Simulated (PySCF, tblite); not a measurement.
# C42H48O12Si6: electronic excitations, NMR shifts, part 2 of 2

tblite 0.8.0 and PySCF 2.14.0. Atoms count from 0. Earlier steps stand in the parts before.

### Step 4. NMR shifts: GIAO KT2/pcSseg-1

Job settings and geometry (Å):

```
{"job": {"kind": "nmr", "basis": "pcSseg-1", "pop": false, "xc": "KT2"}, "charge": 0, "multiplicity": 1}
C      2.506259    -4.418740     0.373467
O      1.381687    -3.594430     0.535007
Si     1.107435    -2.180200    -0.231637
C      0.621678    -2.384259    -2.045188
C     -0.372191    -3.297285    -2.394744
C     -0.769073    -3.458866    -3.710198
C     -0.172271    -2.709448    -4.710790
C      0.821808    -1.802353    -4.384915
C      1.211306    -1.641494    -3.066181
O     -0.025741    -1.502693     0.691456
Si    -1.643492    -1.556789     0.837920
O     -2.050734    -0.890128     2.255739
C     -1.385109    -1.030097     3.487253
C     -2.268542    -3.321869     0.594102
C     -3.335451    -3.611431    -0.255198
C     -3.754143    -4.913277    -0.465265
C     -3.112499    -5.958997     0.176615
C     -2.053422    -5.692500     1.028147
C     -1.640127    -4.388026     1.233917
O     -2.385193    -0.722785    -0.325096
Si    -2.438313     0.833339    -0.786083
O     -1.713628     1.001365    -2.228320
C     -1.936779     0.195761    -3.357865
C     -4.261735     1.327375    -0.817809
C     -5.202723     0.683687    -0.016937
C     -6.536331     1.051461    -0.042434
C     -6.958583     2.076525    -0.872675
C     -6.040416     2.726324    -1.680211
C     -4.708843     2.351593    -1.650206
O     -1.714803     1.811763     0.261889
Si    -0.316092     2.580755     0.543314
O     -0.249323     3.874776    -0.443046
C     -1.313676     4.749658    -0.722304
C     -0.304033     3.005479     2.380937
C      0.717926     3.808074     2.885917
C      0.774832     4.134093     4.229167
C     -0.193056     3.657249     5.099014
C     -1.215125     2.858106     4.614734
C     -1.269981     2.538044     3.268686
O      0.967935     1.681660     0.172084
Si     2.429029     2.022174    -0.415662
O      2.809436     3.507843     0.125517
C      4.066485     4.128598     0.035236
C      2.480070     1.814777    -2.292158
C      1.353601     2.071150    -3.072454
C      1.389484     1.913731    -4.447073
C      2.550885     1.489281    -5.071768
C      3.679414     1.226805    -4.313008
C      3.640640     1.391217    -2.939268
O      3.526625     1.015233     0.243123
Si     3.410598    -0.500870     0.811223
O      4.887144    -1.184195     0.798910
C      5.720878    -1.355963    -0.321776
C      2.821842    -0.543387     2.589463
C      2.367483     0.618583     3.205394
C      1.871465     0.596815     4.497166
C      1.816868    -0.596186     5.198104
C      2.260197    -1.763623     4.598437
C      2.756730    -1.734300     3.307713
O      2.470119    -1.307058    -0.239234
H      2.438435    -4.970129    -0.566715
H      2.524743    -5.122043     1.207080
H      3.422422    -3.824204     0.371449
H     -0.836962    -3.885381    -1.618305
H     -1.542849    -4.172408    -3.955557
H     -0.480817    -2.835177    -5.738770
H      1.295727    -1.217340    -5.160186
H      1.982959    -0.930350    -2.816651
H     -0.358498    -0.672436     3.411577
H     -1.375755    -2.075412     3.801951
H     -1.929519    -0.434864     4.220313
H     -3.827343    -2.794524    -0.760957
H     -4.579195    -5.115091    -1.133602
H     -3.435435    -6.977026     0.012714
H     -1.547230    -6.505718     1.528248
H     -0.800965    -4.184727     1.880876
H     -2.024765    -0.854535    -3.078083
H     -1.085619     0.319492    -4.026854
H     -2.856072     0.507324    -3.860882
H     -4.869004    -0.115385     0.627787
H     -7.250119     0.538312     0.586338
H     -7.998841     2.368078    -0.891564
H     -6.364114     3.524679    -2.333477
H     -3.995650     2.858081    -2.284882
H     -1.391035     5.509073     0.059162
H     -1.106106     5.231114    -1.678943
H     -2.256836     4.202086    -0.778089
H      1.472516     4.170801     2.204731
H      1.575553     4.757198     4.602090
H     -0.147082     3.904729     6.150617
H     -1.971074     2.484385     5.291025
H     -2.065037     1.916599     2.886840
H      4.856812     3.445035     0.349720
H      4.052207     5.001270     0.689084
H      4.258052     4.446142    -0.991758
H      0.443334     2.383191    -2.585746
H      0.507886     2.124849    -5.036050
H      2.576997     1.361981    -6.145300
H      4.589376     0.895286    -4.793682
H      4.520011     1.178575    -2.348510
H      6.575812    -1.953830    -0.003451
H      5.187528    -1.867081    -1.126018
H      6.065292    -0.385855    -0.684732
H      2.401474     1.549657     2.661036
H      1.524606     1.511917     4.952900
H      1.429217    -0.615845     6.206413
H      2.220074    -2.698333     5.139065
H      3.105705    -2.643925     2.844378
```

With the program's defaults for keys left out, this is: GIAO KT2/pcSseg-1 NMR shielding, non-relativistic, gas phase.

What it wrote:

```text
start: PBE on a coarse grid of 90229 points
cycle   1  E = -4263.4614272456  dE =  1.018e+01  |g| = 2.812e+00  |ddm| = 1.117e+01
cycle   2  E = -4259.9393698228  dE =  3.522e+00  |g| = 5.079e+00  |ddm| = 7.649e+00
cycle   3  E = -4264.8636471527  dE = -4.924e+00  |g| = 6.532e-01  |ddm| = 6.014e+00
cycle   4  E = -4264.9497336932  dE = -8.609e-02  |g| = 2.801e-01  |ddm| = 1.053e+00
cycle   5  E = -4264.9616497924  dE = -1.192e-02  |g| = 1.760e-01  |ddm| = 4.419e-01
cycle   6  E = -4264.9698333300  dE = -8.184e-03  |g| = 4.210e-02  |ddm| = 2.211e-01
cycle   7  E = -4264.9702655832  dE = -4.323e-04  |g| = 1.500e-02  |ddm| = 5.514e-02
cycle   8  E = -4264.9703124299  dE = -4.685e-05  |g| = 3.633e-03  |ddm| = 1.685e-02
final grid: 798077 points
cycle   9  E = -4327.1572842529  dE = -1.420e-01  |g| = 4.192e-01  |ddm| = 1.563e+00
cycle  10  E = -4327.1183130566  dE =  3.897e-02  |g| = 5.550e-01  |ddm| = 8.356e-01
cycle  11  E = -4327.1723274701  dE = -5.401e-02  |g| = 1.615e-01  |ddm| = 7.010e-01
cycle  12  E = -4327.1767167294  dE = -4.389e-03  |g| = 3.167e-02  |ddm| = 1.668e-01
cycle  13  E = -4327.1769728879  dE = -2.562e-04  |g| = 7.736e-03  |ddm| = 4.068e-02
cycle  14  E = -4327.1769879795  dE = -1.509e-05  |g| = 3.190e-03  |ddm| = 1.249e-02
cycle  15  E = -4327.1769879584  dE =  2.105e-08  |g| = 1.185e-03  |ddm| = 4.572e-03
cycle  16  E = -4327.1769907576  dE = -2.799e-06  |g| = 2.021e-04  |ddm| = 1.207e-03
cycle  17  E = -4327.1769917108  dE = -9.531e-07  |g| = 1.135e-04  |ddm| = 3.510e-04
cycle  18  E = -4327.1769898887  dE =  1.822e-06  |g| = 3.124e-05  |ddm| = 1.711e-04
converged SCF energy = -4327.1769898887

GIAO shielding tensors (ppm)
atom      isotropic    diamagn.    paramagn.     s11        s22        s33       span
  0 C      132.601     248.536    -115.934    105.442    108.146    184.216     78.775
  1 O      275.812     418.765    -142.953    212.089    289.350    325.997    113.909
  2 Si     428.619     911.559    -482.940    422.023    424.590    439.243     17.220
  3 C       58.255     282.472    -224.217    -29.753     26.400    178.117    207.870
  4 C       54.835     263.567    -208.732    -49.143     37.088    176.561    225.704
  5 C       63.629     260.578    -196.949    -38.990     54.917    174.959    213.949
  6 C       61.297     262.180    -200.883    -40.925     50.356    174.460    215.386
  7 C       61.334     263.300    -201.965    -40.001     52.525    171.478    211.479
  8 C       54.740     267.481    -212.742    -48.242     37.712    174.750    222.992
  9 O      206.457     433.199    -226.742    179.928    207.611    231.831     51.903
 10 Si     431.189     910.287    -479.098    418.536    428.829    446.201     27.665
 11 O      283.653     418.594    -134.941    228.930    292.641    329.389    100.459
 12 C      130.175     260.686    -130.511    102.304    108.196    180.024     77.720
 13 C       55.412     279.203    -223.791    -29.224     16.172    179.288    208.512
 14 C       55.401     258.148    -202.747    -48.925     42.207    172.921    221.845
 15 C       63.267     256.783    -193.516    -39.215     55.291    173.725    212.939
 16 C       60.299     257.863    -197.565    -40.850     47.819    173.927    214.777
 17 C       63.312     256.416    -193.104    -39.103     54.947    174.091    213.194
 18 C       54.043     260.202    -206.159    -51.890     39.610    174.409    226.299
 19 O      223.940     428.764    -204.824    194.180    205.986    271.653     77.473
 20 Si     428.103     909.771    -481.667    417.931    422.170    444.209     26.278
 21 O      283.864     424.918    -141.054    236.780    290.512    324.301     87.522
 22 C      132.837     258.661    -125.824    102.364    111.428    184.719     82.355
 23 C       56.012     274.208    -218.196    -29.097     17.567    179.564    208.661
 24 C       55.431     256.873    -201.442    -50.231     44.170    172.354    222.585
 25 C       62.682     253.367    -190.685    -40.489     54.788    173.747    214.236
 26 C       60.912     255.414    -194.503    -39.875     48.611    173.999    213.874
 27 C       63.320     253.701    -190.381    -39.321     55.819    173.462    212.783
 28 C       57.698     255.677    -197.978    -48.743     50.548    171.289    220.032
 29 O      223.286     427.042    -203.757    195.235    202.681    271.942     76.706
 30 Si     427.500     909.674    -482.174    422.833    424.857    434.809     11.975
 31 O      277.469     416.607    -139.137    219.453    289.853    323.102    103.649
 32 C      131.467     248.112    -116.646    102.725    107.749    183.926     81.201
 33 C       55.425     278.279    -222.854    -31.283     17.730    179.828    211.111
 34 C       54.350     258.903    -204.553    -52.764     38.469    177.345    230.109
 35 C       62.385     257.693    -195.307    -40.784     53.522    174.418    215.202
 36 C       60.275     260.916    -200.641    -41.284     47.662    174.447    215.731
 37 C       62.569     259.236    -196.667    -40.319     53.891    174.134    214.453
 38 C       53.802     263.049    -209.247    -51.405     37.772    175.040    226.446
 39 O      214.665     430.583    -215.917    177.685    211.140    255.171     77.486
 40 Si     423.933     907.037    -483.104    417.004    423.272    431.524     14.520
 41 O      275.707     414.746    -139.039    218.131    286.055    322.934    104.802
 42 C      132.186     240.875    -108.689    104.743    106.485    185.330     80.587
 43 C       55.228     281.084    -225.857    -30.978     17.822    178.839    209.817
 44 C       52.147     267.513    -215.366    -53.062     31.766    177.737    230.800
 45 C       61.250     261.546    -200.296    -42.596     51.873    174.472    217.068
 46 C       60.202     261.655    -201.453    -41.307     47.303    174.611    215.918
 47 C       62.928     257.810    -194.882    -39.289     54.119    173.953    213.242
 48 C       55.174     258.921    -203.747    -51.849     45.291    172.082    223.931
 49 O      228.680     425.819    -197.139    192.416    231.454    262.171     69.755
 50 Si     425.109     902.693    -477.584    405.637    428.384    441.305     35.668
 51 O      285.194     404.195    -119.001    228.952    307.733    318.898     89.946
 52 C      131.994     247.197    -115.204    104.799    108.088    183.094     78.295
 53 C       57.778     281.343    -223.566    -27.185     19.725    180.793    207.978
 54 C       53.681     265.573    -211.891    -50.830     38.486    173.387    224.217
 55 C       63.012     261.426    -198.414    -38.334     49.231    178.139    216.473
 56 C       61.066     261.644    -200.578    -42.860     50.265    175.793    218.653
 57 C       63.465     259.584    -196.119    -38.966     53.989    175.373    214.339
 58 C       56.459     258.115    -201.656    -48.898     43.389    174.885    223.783
 59 O      221.450     430.702    -209.252    183.436    214.487    266.427     82.991
 60 H       28.016      32.355      -4.340     23.610     25.145     35.292     11.681
 61 H       27.633      32.361      -4.728     23.058     24.529     35.312     12.254
 62 H       27.384      36.084      -8.699     21.196     27.991     32.965     11.769
 63 H       25.952      47.013     -21.062     19.450     28.370     30.034     10.584
 64 H       24.957      35.546     -10.589     20.293     25.645     28.934      8.640
 65 H       24.750      32.773      -8.023     20.673     26.339     27.238      6.564
 66 H       24.931      40.637     -15.706     19.910     24.426     30.456     10.546
 67 H       25.687      54.581     -28.894     18.822     25.866     32.374     13.552
 68 H       29.600      53.271     -23.671     23.854     25.580     39.366     15.512
 69 H       28.252      40.482     -12.229     23.893     27.276     33.588      9.695
 70 H       28.246      41.193     -12.948     25.208     25.768     33.761      8.553
 71 H       24.017      44.036     -20.019     19.230     22.116     30.704     11.474
 72 H       24.298      31.804      -7.506     20.519     24.439     27.936      7.417
 73 H       24.212      27.273      -3.062     20.541     25.749     26.346      5.804
 74 H       24.243      32.074      -7.831     20.152     24.155     28.421      8.269
 75 H       23.841      45.691     -21.850     19.613     22.333     29.576      9.963
 76 H       29.578      48.490     -18.911     25.184     27.243     36.307     11.123
 77 H       28.406      46.635     -18.229     25.799     26.507     32.913      7.115
 78 H       28.399      37.663      -9.264     22.212     28.037     34.947     12.735
 79 H       23.909      43.676     -19.767     18.743     21.801     31.183     12.440
 80 H       24.288      30.759      -6.471     20.267     24.147     28.449      8.182
 81 H       24.305      24.854      -0.549     20.557     25.921     26.438      5.881
 82 H       24.338      28.440      -4.101     20.272     24.618     28.124      7.852
 83 H       24.124      40.554     -16.429     19.627     21.883     30.863     11.237
 84 H       27.844      30.308      -2.464     22.362     25.712     35.457     13.094
 85 H       27.563      32.590      -5.027     23.416     24.178     35.095     11.679
 86 H       27.464      38.120     -10.656     20.634     27.833     33.926     13.292
 87 H       23.143      42.240     -19.097     18.425     21.929     29.075     10.651
 88 H       23.974      31.399      -7.425     20.024     24.221     27.678      7.654
 89 H       24.050      29.592      -5.543     20.688     25.428     26.032      5.344
 90 H       24.231      35.740     -11.509     20.599     24.205     27.890      7.291
 91 H       23.723      49.479     -25.756     20.246     22.096     28.827      8.581
 92 H       27.160      29.807      -2.647     21.976     25.096     34.408     12.432
 93 H       27.397      27.912      -0.515     21.824     24.894     35.472     13.648
 94 H       27.569      27.779      -0.211     22.085     25.472     35.149     13.063
 95 H       23.021      53.409     -30.388     19.253     22.790     27.021      7.768
 96 H       24.046      39.359     -15.313     21.001     23.247     27.890      6.889
 97 H       23.994      31.439      -7.445     20.793     25.104     26.084      5.291
 98 H       24.004      30.941      -6.937     20.136     24.707     27.170      7.034
 99 H       23.535      40.464     -16.929     19.819     21.605     29.181      9.362
100 H       27.486      26.427       1.058     22.200     24.759     35.498     13.299
101 H       27.162      36.069      -8.908     22.981     25.595     32.909      9.928
102 H       27.080      31.297      -4.217     21.757     25.610     33.872     12.115
103 H       24.192      50.419     -26.227     18.893     23.542     30.142     11.249
104 H       25.713      41.397     -15.684     20.040     24.929     32.171     12.131
105 H       24.676      33.451      -8.775     20.869     25.332     27.828      6.959
106 H       24.400      33.325      -8.925     20.693     25.436     27.071      6.379
107 H       23.935      40.798     -16.863     20.612     22.149     29.044      8.432
```

It took 98 s on 8 threads of Arm Neoverse V2, shared host; peak memory 5.5 GiB.

The references, computed at this level on geometries of the same kind, shield at (ppm): $^{1}$H TMS 31.62, $^{13}$C TMS 185.6, $^{29}$Si TMS 357.4, $^{17}$O H2O 332.3. Their shielding less the atom's gives the shift. The references are single molecules in the gas phase, so shifts against H2O, NH3, PH3, H3PO4 or CFCl3 are not on the usual liquid scales and can be off by tens of ppm. Atoms listed in one row are averaged.

```
                          atoms                                      environment  σ (ppm)  δ (ppm)
             C44, C48, C54, C58                                      aromatic CH     54.4    131.2
               C4, C8, C34, C38                                      aromatic CH     54.4    131.2
             C14, C18, C24, C28                                      aromatic CH     55.6    130.0
                       C13, C23                      substituted aromatic carbon     55.7    129.9
                       C43, C53                      substituted aromatic carbon     56.5    129.1
                        C3, C33                      substituted aromatic carbon     56.8    128.8
                       C16, C26                                      aromatic CH     60.6    125.0
                       C46, C56                                      aromatic CH     60.6    125.0
                        C6, C36                                      aromatic CH     60.8    124.8
               C5, C7, C35, C37                                      aromatic CH     62.5    123.1
             C45, C47, C55, C57                                      aromatic CH     62.7    122.9
             C15, C17, C25, C27                                      aromatic CH     63.1    122.5
                       C12, C22                        methyl carbon bonded to O    131.5     54.1
                        C0, C32                        methyl carbon bonded to O    132.0     53.6
                       C42, C52                        methyl carbon bonded to O    132.1     53.5
           H95, H99, H103, H107                       hydrogen on an aromatic CH    23.67     7.95
             H71, H75, H79, H83                       hydrogen on an aromatic CH    23.97     7.65
                       H73, H81                       hydrogen on an aromatic CH    24.26     7.36
             H72, H74, H80, H82                       hydrogen on an aromatic CH    24.29     7.33
                      H97, H105                       hydrogen on an aromatic CH    24.33     7.29
                       H65, H89                       hydrogen on an aromatic CH    24.40     7.22
             H64, H66, H88, H90                       hydrogen on an aromatic CH    24.52     7.10
           H96, H98, H104, H106                       hydrogen on an aromatic CH    24.54     7.08
             H63, H67, H87, H91                       hydrogen on an aromatic CH    24.63     7.00
H92, H93, H94, H100, H101, H102          hydrogen on a methyl carbon bonded to O    27.31     4.31
   H60, H61, H62, H84, H85, H86          hydrogen on a methyl carbon bonded to O    27.65     3.97
   H68, H69, H70, H76, H77, H78          hydrogen on a methyl carbon bonded to O    28.75     2.88
                        O9, O29     oxygen bonded to 2 Si, in a 12-membered ring    214.9    117.4
                       O39, O59     oxygen bonded to 2 Si, in a 12-membered ring    218.1    114.3
                            O19     oxygen bonded to 2 Si, in a 12-membered ring    223.9    108.4
                            O49     oxygen bonded to 2 Si, in a 12-membered ring    228.7    103.6
                        O1, O31                           oxygen bonded to C, Si    276.6     55.7
                       O41, O51                           oxygen bonded to C, Si    280.5     51.9
                       O11, O21                           oxygen bonded to C, Si    283.8     48.6
                     Si40, Si50  silicon bonded to C, 3 O, in a 12-membered ring    424.5    -67.1
                      Si2, Si30  silicon bonded to C, 3 O, in a 12-membered ring    428.1    -70.6
                     Si10, Si20  silicon bonded to C, 3 O, in a 12-membered ring    429.6    -72.2
```

Ring of atoms C3, C4, C5, C6, C7, C8: NICS(0) -8.6, NICS(1) -11.4, NICS(1)zz -28.8 ppm (means of both faces).

Ring of atoms C13, C14, C15, C16, C17, C18: NICS(0) -7.8, NICS(1) -10.6, NICS(1)zz -27.6 ppm (means of both faces).

Ring of atoms C43, C44, C45, C46, C47, C48: NICS(0) -7.3, NICS(1) -10.2, NICS(1)zz -28.8 ppm (means of both faces).

### Step 5. Outcome

What follows sums up all 2 parts.

```
                                                                    quantity                                                                                                        value
                                                lowest singlet (PBE0/6-31G*)                                                                                  5.51 eV (225 nm), f = 0.005
                                    brightest single state of those computed                                                                                  state 5, 5.57 eV, f = 0.005
 $^{13}$C shifts against TMS (KT2/pcSseg-1, means over atoms taken as alike)  131.2, 131.2, 130.0, 129.9, 129.1, 128.8, 125.0, 125.0, 124.8, 123.1, 122.9, 122.5, 54.1, 53.6 ppm and more
  $^{1}$H shifts against TMS (KT2/pcSseg-1, means over atoms taken as alike)                                   7.95, 7.65, 7.36, 7.33, 7.29, 7.22, 7.10, 7.08, 7.00, 4.31, 3.97, 2.88 ppm
 $^{17}$O shifts against H2O (KT2/pcSseg-1, means over atoms taken as alike)                                                             117.4, 114.3, 108.4, 103.6, 55.7, 51.9, 48.6 ppm
$^{29}$Si shifts against TMS (KT2/pcSseg-1, means over atoms taken as alike)                                                                                      -67.1, -70.6, -72.2 ppm
```

The lowest singlet, at 5.51 eV, is HOMO→LUMO 0.15, HOMO→LUMO+2 0.09 and is weak; of the 5 states computed, the strongest absorption comes from states 2 to 5 together at 5.57 eV (the last computed, so partners may be missing). NICS(1)zz of -29 ppm above the planar ring from C3 marks a diatropic (aromatic) ring current. NICS(1)zz of -28 ppm above the planar ring from C13 marks a diatropic (aromatic) ring current. NICS(1)zz of -29 ppm above the planar ring from C43 marks a diatropic (aromatic) ring current.
